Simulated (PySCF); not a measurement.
**A gas-phase reaction: GeH4S + BCl3 → BCl2GeH3S + ClH**

Aim: the reaction energy of `[SH][GeH3]` + `ClB(Cl)Cl` → `ClB(Cl)[S][GeH3]` + `Cl`.

Programs: PySCF 2.14.0. All values are calculated, for the isolated system unless a continuum is named. Atoms count from 0, parts from 1.

## (1) The system as given

Each species was relaxed by itself at PBE0-D3(BJ)/def2-SVPD.

## (2) Reaction energy: wB97M-D3(BJ)/def2-TZVPD

Job settings and geometry (Å):

```
{"job": {"kind": "react", "xc": "wB97M-D3(BJ)", "basis": "def2-TZVPD"}, "charge": 0, "multiplicity": 1}
-1 GeH4S charge 0 multiplicity 1
Ge     0.487120    -0.108400     0.238090
S     -0.958240     0.644960    -1.295710
H      1.866730     0.256250    -0.322130
H      0.240290     0.590970     1.583380
H      0.345260    -1.629940     0.395430
H     -2.061040     0.231150    -0.632830

-1 BCl3 charge 0 multiplicity 1
Cl    -0.084650    -0.331400     1.705190
B     -0.004570     0.014060    -0.002250
Cl     0.392380     1.621960    -0.548390
Cl    -0.319210    -1.248480    -1.163340

+1 BCl2GeH3S charge 0 multiplicity 1
Ge     1.323170     0.267000     0.419560
S      0.044470    -1.253270    -0.660160
B     -1.565640    -0.479020    -0.661480
Cl    -2.894470    -1.338290    -1.425310
Cl    -1.900830     1.096020     0.057080
H      0.783290     0.451790     1.840280
H      2.707350    -0.394170     0.421060
H      1.321590     1.573420    -0.378780

+1 ClH charge 0 multiplicity 1
Cl     0.644600     0.007550     0.010590
H     -0.643380    -0.006380    -0.010060
```

Method: wB97M-D3(BJ)/def2-TZVPD reaction energy of separated species, gas phase.

Started as:

```bash
> OMP_NUM_THREADS=1 python cluster_run.py task.json out
```

One launch serves the whole session: the jobs run in the order shown.

Standard output:

```text
species 1 (GeH4S)
coarse grid: 23624 points
cycle   1  E = -2477.6384081451  dE = -7.133e-01  |g| = 6.302e-01  |ddm| = 1.893e+00
cycle   2  E = -2477.6512894608  dE = -1.288e-02  |g| = 6.512e-01  |ddm| = 7.438e-01
cycle   3  E = -2477.6864345700  dE = -3.515e-02  |g| = 2.834e-02  |ddm| = 3.517e-01
cycle   4  E = -2477.6867073248  dE = -2.728e-04  |g| = 1.129e-02  |ddm| = 3.914e-02
cycle   5  E = -2477.6867556955  dE = -4.837e-05  |g| = 3.418e-03  |ddm| = 1.619e-02
cycle   6  E = -2477.6867603698  dE = -4.674e-06  |g| = 6.505e-04  |ddm| = 5.651e-03
final grid: 46272 points
cycle   7  E = -2477.6866518122  dE = -3.171e-07  |g| = 3.170e-04  |ddm| = 2.322e-03
cycle   8  E = -2477.6866518598  dE = -4.768e-08  |g| = 1.727e-04  |ddm| = 5.879e-04
cycle   9  E = -2477.6866518683  dE = -8.426e-09  |g| = 5.851e-05  |ddm| = 2.090e-04
cycle  10  E = -2477.6866518709  dE = -2.600e-09  |g| = 2.677e-05  |ddm| = 1.466e-04
cycle  11  E = -2477.6866518710  dE = -1.291e-10  |g| = 2.898e-06  |ddm| = 2.556e-05
converged SCF energy = -2477.6866518710

species 2 (BCl3)
coarse grid: 24128 points
cycle   1  E = -1405.7116385254  dE =  5.922e-01  |g| = 4.661e-01  |ddm| = 1.597e+00
cycle   2  E = -1405.7192692106  dE = -7.631e-03  |g| = 5.107e-01  |ddm| = 7.103e-01
cycle   3  E = -1405.7819366439  dE = -6.267e-02  |g| = 2.519e-02  |ddm| = 3.202e-01
cycle   4  E = -1405.7822387687  dE = -3.021e-04  |g| = 6.439e-03  |ddm| = 4.100e-02
cycle   5  E = -1405.7822691592  dE = -3.039e-05  |g| = 1.664e-03  |ddm| = 1.305e-02
cycle   6  E = -1405.7822700672  dE = -9.080e-07  |g| = 4.515e-04  |ddm| = 2.183e-03
final grid: 46448 points
cycle   7  E = -1405.7821432943  dE = -1.210e-07  |g| = 1.994e-04  |ddm| = 1.167e-03
cycle   8  E = -1405.7821433076  dE = -1.326e-08  |g| = 1.479e-04  |ddm| = 3.041e-04
cycle   9  E = -1405.7821433133  dE = -5.755e-09  |g| = 3.528e-05  |ddm| = 1.053e-04
cycle  10  E = -1405.7821433142  dE = -8.504e-10  |g| = 1.557e-05  |ddm| = 5.333e-05
converged SCF energy = -1405.7821433142

species 3 (BCl2GeH3S)
coarse grid: 38960 points
cycle   1  E = -3422.5054628239  dE = -3.717e-02  |g| = 7.314e-01  |ddm| = 2.420e+00
cycle   2  E = -3422.5243058930  dE = -1.884e-02  |g| = 7.668e-01  |ddm| = 1.012e+00
cycle   3  E = -3422.5981054424  dE = -7.380e-02  |g| = 3.497e-02  |ddm| = 4.805e-01
cycle   4  E = -3422.5986296319  dE = -5.242e-04  |g| = 1.600e-02  |ddm| = 6.281e-02
cycle   5  E = -3422.5987178835  dE = -8.825e-05  |g| = 7.656e-03  |ddm| = 2.320e-02
cycle   6  E = -3422.5987354016  dE = -1.752e-05  |g| = 2.259e-03  |ddm| = 7.697e-03
cycle   7  E = -3422.5987370086  dE = -1.607e-06  |g| = 5.238e-04  |ddm| = 2.781e-03
final grid: 75600 points
cycle   8  E = -3422.5985941550  dE = -2.203e-07  |g| = 2.779e-04  |ddm| = 2.735e-03
cycle   9  E = -3422.5985941897  dE = -3.470e-08  |g| = 2.052e-04  |ddm| = 5.560e-04
cycle  10  E = -3422.5985941989  dE = -9.143e-09  |g| = 6.158e-05  |ddm| = 1.721e-04
cycle  11  E = -3422.5985942028  dE = -3.898e-09  |g| = 2.249e-05  |ddm| = 1.746e-04
cycle  12  E = -3422.5985942030  dE = -2.638e-10  |g| = 4.075e-06  |ddm| = 3.623e-05
converged SCF energy = -3422.5985942030

species 4 (ClH)
coarse grid: 8792 points
cycle   1  E = -460.8503331312  dE = -8.165e-02  |g| = 2.169e-01  |ddm| = 7.239e-01
cycle   2  E = -460.8625127195  dE = -1.218e-02  |g| = 1.397e-01  |ddm| = 2.651e-01
cycle   3  E = -460.8670521753  dE = -4.539e-03  |g| = 1.358e-02  |ddm| = 9.818e-02
cycle   4  E = -460.8670932589  dE = -4.108e-05  |g| = 3.364e-03  |ddm| = 9.545e-03
cycle   5  E = -460.8670995074  dE = -6.249e-06  |g| = 8.516e-04  |ddm| = 3.915e-03
final grid: 17120 points
cycle   6  E = -460.8670681668  dE = -3.715e-07  |g| = 3.675e-04  |ddm| = 8.886e-04
cycle   7  E = -460.8670682131  dE = -4.626e-08  |g| = 1.618e-04  |ddm| = 3.980e-04
cycle   8  E = -460.8670682196  dE = -6.571e-09  |g| = 4.220e-05  |ddm| = 1.295e-04
cycle   9  E = -460.8670682210  dE = -1.311e-09  |g| = 3.966e-06  |ddm| = 6.530e-05
cycle  10  E = -460.8670682210  dE = -4.320e-12  |g| = 8.162e-07  |ddm| = 3.309e-06
converged SCF energy = -460.8670682210

Reaction energy = 0.887 kcal/mol
```

Run time: 70 s. Hardware: 1 thread of Intel Xeon Platinum 8259CL at 2.50GHz, shared host; peak memory 1.1 GiB.

Species by species (with the dispersion term, which the log's SCF energies lack):

```tsv
ν	species	energy (Eh)	HOMO (eV)
-1	[SH][GeH3]	-2477.69133	-9.59
-1	ClB(Cl)Cl	-1405.78726	-11.47
+1	ClB(Cl)[S][GeH3]	-3422.60956	-10.25
+1	Cl	-460.86761	-11.93
```

## (3) Reaction energy: PBE0-D3(BJ)/def2-TZVPD

Settings changed since step 2:

```diff
@@ -1,2 +1,2 @@
-{"job": {"kind": "react", "xc": "wB97M-D3(BJ)", "basis": "def2-TZVPD"}, "charge": 0, "multiplicity": 1}
+{"job": {"kind": "react", "xc": "PBE0", "basis": "def2-TZVPD", "disp": "d3bj"}, "charge": 0, "multiplicity": 1}
 -1 GeH4S charge 0 multiplicity 1
```

With the program's defaults for keys left out, this is: PBE0-D3(BJ)/def2-TZVPD reaction energy of separated species, gas phase.

Standard output:

```text
species 1 (GeH4S)
coarse grid: 23624 points
cycle   1  E = -2477.1791826897  dE = -6.528e-01  |g| = 6.590e-01  |ddm| = 1.865e+00
cycle   2  E = -2477.1570303875  dE =  2.215e-02  |g| = 7.997e-01  |ddm| = 8.474e-01
cycle   3  E = -2477.2206137746  dE = -6.358e-02  |g| = 2.972e-02  |ddm| = 4.873e-01
cycle   4  E = -2477.2207731565  dE = -1.594e-04  |g| = 1.249e-02  |ddm| = 3.486e-02
cycle   5  E = -2477.2208229785  dE = -4.982e-05  |g| = 2.243e-03  |ddm| = 1.367e-02
cycle   6  E = -2477.2208245416  dE = -1.563e-06  |g| = 2.669e-04  |ddm| = 2.104e-03
final grid: 46272 points
cycle   7  E = -2477.2207985276  dE = -1.970e-08  |g| = 2.423e-04  |ddm| = 1.719e-03
cycle   8  E = -2477.2207985276  dE = -4.320e-11  |g| = 2.787e-04  |ddm| = 3.880e-04
cycle   9  E = -2477.2207985433  dE = -1.570e-08  |g| = 3.148e-05  |ddm| = 1.872e-04
cycle  10  E = -2477.2207985435  dE = -1.810e-10  |g| = 3.616e-06  |ddm| = 2.584e-05
converged SCF energy = -2477.2207985435

species 2 (BCl3)
coarse grid: 5960 points
cycle   1  E = -1405.1131717055  dE =  4.724e-01  |g| = 2.897e-01  |ddm| = 1.689e+00
cycle   2  E = -1405.0933101022  dE =  1.986e-02  |g| = 4.161e-01  |ddm| = 5.281e-01
cycle   3  E = -1405.1362027419  dE = -4.289e-02  |g| = 4.629e-02  |ddm| = 2.893e-01
cycle   4  E = -1405.1366711916  dE = -4.684e-04  |g| = 1.612e-02  |ddm| = 4.376e-02
cycle   5  E = -1405.1367258241  dE = -5.463e-05  |g| = 1.006e-03  |ddm| = 1.211e-02
cycle   6  E = -1405.1367260564  dE = -2.323e-07  |g| = 1.033e-04  |ddm| = 1.372e-03
final grid: 46448 points
cycle   7  E = -1405.1370120039  dE = -2.090e-05  |g| = 3.742e-03  |ddm| = 2.733e-02
cycle   8  E = -1405.1370120549  dE = -5.104e-08  |g| = 2.931e-03  |ddm| = 4.820e-03
cycle   9  E = -1405.1370137022  dE = -1.647e-06  |g| = 1.142e-03  |ddm| = 2.470e-03
cycle  10  E = -1405.1370140193  dE = -3.171e-07  |g| = 1.109e-04  |ddm| = 7.661e-04
cycle  11  E = -1405.1370140220  dE = -2.735e-09  |g| = 1.924e-05  |ddm| = 1.021e-04
cycle  12  E = -1405.1370140221  dE = -7.140e-11  |g| = 8.269e-06  |ddm| = 2.219e-05
converged SCF energy = -1405.1370140221

species 3 (BCl2GeH3S)
coarse grid: 38960 points
cycle   1  E = -3421.6382508209  dE = -1.339e-01  |g| = 6.910e-01  |ddm| = 2.446e+00
cycle   2  E = -3421.6128055363  dE =  2.545e-02  |g| = 8.434e-01  |ddm| = 9.944e-01
cycle   3  E = -3421.6892119422  dE = -7.641e-02  |g| = 5.939e-02  |ddm| = 5.644e-01
cycle   4  E = -3421.6897796503  dE = -5.677e-04  |g| = 3.593e-02  |ddm| = 6.505e-02
cycle   5  E = -3421.6901268046  dE = -3.472e-04  |g| = 6.591e-03  |ddm| = 2.823e-02
cycle   6  E = -3421.6901369260  dE = -1.012e-05  |g| = 2.287e-03  |ddm| = 6.888e-03
cycle   7  E = -3421.6901381147  dE = -1.189e-06  |g| = 5.674e-04  |ddm| = 2.099e-03
final grid: 75600 points
cycle   8  E = -3421.6901229391  dE =  3.126e-08  |g| = 7.149e-04  |ddm| = 2.950e-03
cycle   9  E = -3421.6901228190  dE =  1.201e-07  |g| = 9.618e-04  |ddm| = 1.525e-03
cycle  10  E = -3421.6901230834  dE = -2.644e-07  |g| = 8.111e-05  |ddm| = 8.652e-04
cycle  11  E = -3421.6901230845  dE = -1.089e-09  |g| = 1.274e-05  |ddm| = 6.390e-05
cycle  12  E = -3421.6901230845  dE = -2.137e-11  |g| = 3.254e-06  |ddm| = 1.135e-05
converged SCF energy = -3421.6901230845

species 4 (ClH)
coarse grid: 2248 points
cycle   1  E = -460.6537833797  dE = -4.644e-02  |g| = 1.882e-01  |ddm| = 7.411e-01
cycle   2  E = -460.6558520939  dE = -2.069e-03  |g| = 1.902e-01  |ddm| = 3.151e-01
cycle   3  E = -460.6653810477  dE = -9.529e-03  |g| = 1.506e-02  |ddm| = 1.513e-01
cycle   4  E = -460.6654031050  dE = -2.206e-05  |g| = 2.693e-03  |ddm| = 7.323e-03
cycle   5  E = -460.6654046528  dE = -1.548e-06  |g| = 1.111e-03  |ddm| = 2.553e-03
final grid: 17120 points
cycle   6  E = -460.6658902839  dE = -4.428e-06  |g| = 2.164e-03  |ddm| = 7.333e-03
cycle   7  E = -460.6658903133  dE = -2.940e-08  |g| = 1.795e-03  |ddm| = 2.512e-03
cycle   8  E = -460.6658909313  dE = -6.180e-07  |g| = 1.533e-04  |ddm| = 1.363e-03
cycle   9  E = -460.6658909382  dE = -6.901e-09  |g| = 2.146e-05  |ddm| = 1.086e-04
cycle  10  E = -460.6658909383  dE = -9.942e-11  |g| = 4.934e-06  |ddm| = 1.680e-05
converged SCF energy = -460.6658909383

Reaction energy = -0.154 kcal/mol
```

Wall time 40 s (1 thread of Intel Xeon Platinum 8259CL at 2.50GHz, shared host); peak memory 0.93 GiB.

Reaction energy at this level: -0.15 kcal/mol.

## (4) Comparing the runs

Energies in kcal/mol, with wall time:

```tsv
run	reaction	time
wB97M-D3(BJ)/def2-TZVPD	0.89	70 s
PBE0-D3(BJ)/def2-TZVPD	-0.15	40 s
```

## (5) Summary of results

```
                                                quantity                   value
               reaction energy (wB97M-D3(BJ)/def2-TZVPD)           0.89 kcal/mol
                     ΔH, ΔG at 298 K (xTB thermal terms)     +1.1, +2.9 kcal/mol
range of the reaction energy over the runs of this table  -0.15 to 0.89 kcal/mol
```

The reaction is endothermic by 1.1 kcal/mol in the gas phase; dispersion gives -1.08, and xTB itself gave -1.85 for the electronic energy (xTB energies and thermal terms come from the earlier relaxation of each species, not shown). No barrier was sought. The reaction energy runs from -0.15 (PBE0-D3(BJ)/def2-TZVPD) to 0.89 kcal/mol (wB97M-D3(BJ)/def2-TZVPD).
